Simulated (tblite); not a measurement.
# C7H11ClGe: the cost of one run

The runs use tblite 0.8.0 and PySCF 2.14.0, with density-fitted response routines of our own; the level of theory stands in each step. All values are computed, except where a source is named. Atoms are numbered from 0 throughout.

### 1 The starting structure

20 atoms, charge 0, multiplicity 1; geometry from: force field or distance geometry start.

Bonds of the start (Å): C0–C1 1.32, C1–Ge2 1.95, Ge2–C3 1.87, C3–C4 1.50, C4–C5 1.54, C5–Cl6 1.79, C5–C7 1.53, C7–C8 1.52, C4–C1 1.55, C8–C5 1.52, C0–H9 1.09, C0–H10 1.08, Ge2–H11 1.56, Ge2–H12 1.54, C3–H13 1.12, C3–H14 1.12, C4–H15 1.12, C7–H16 1.11, C7–H17 1.11, C8–H18 1.12, C8–H19 1.11.

### 2 Optimising the geometry with GFN2-xTB

Job settings and geometry (Å):

```
{"job": {"kind": "relax", "xc": "GFN2-xTB", "basis": "xTB"}, "charge": 0, "multiplicity": 1}
C     -1.430800     0.697700    -1.917900
C     -1.296100     0.201600    -0.704100
Ge    -2.338000    -0.955600     0.469600
C     -0.824700    -0.575800     1.501200
C     -0.230600     0.278100     0.416400
C      1.122200    -0.257300    -0.091700
Cl     1.235600    -1.889400    -0.811600
C      2.358500     0.190200     0.700000
C      2.085100     0.764900    -0.684500
H     -2.332200     0.470100    -2.490200
H     -0.674300     1.338200    -2.340100
H     -3.641200    -0.254700     0.964200
H     -2.415200    -2.405900    -0.052500
H     -0.244300    -1.507700     1.731000
H     -1.086500     0.011700     2.418600
H     -0.153300     1.336000     0.768500
H      2.165800     0.901200     1.530700
H      3.191400    -0.545900     0.716900
H      1.735800     1.827500    -0.660300
H      2.767500     0.385800    -1.467300
```

On the command line:

```
$ OMP_NUM_THREADS=1 python probes_run.py task.json out
```

This one command runs all jobs of the session in turn.

Q: Estimate the wall time and peak memory of this first job on 1 thread of Arm Neoverse N1, shared host.

About 1.7 s, with a peak of 0.18 GiB.
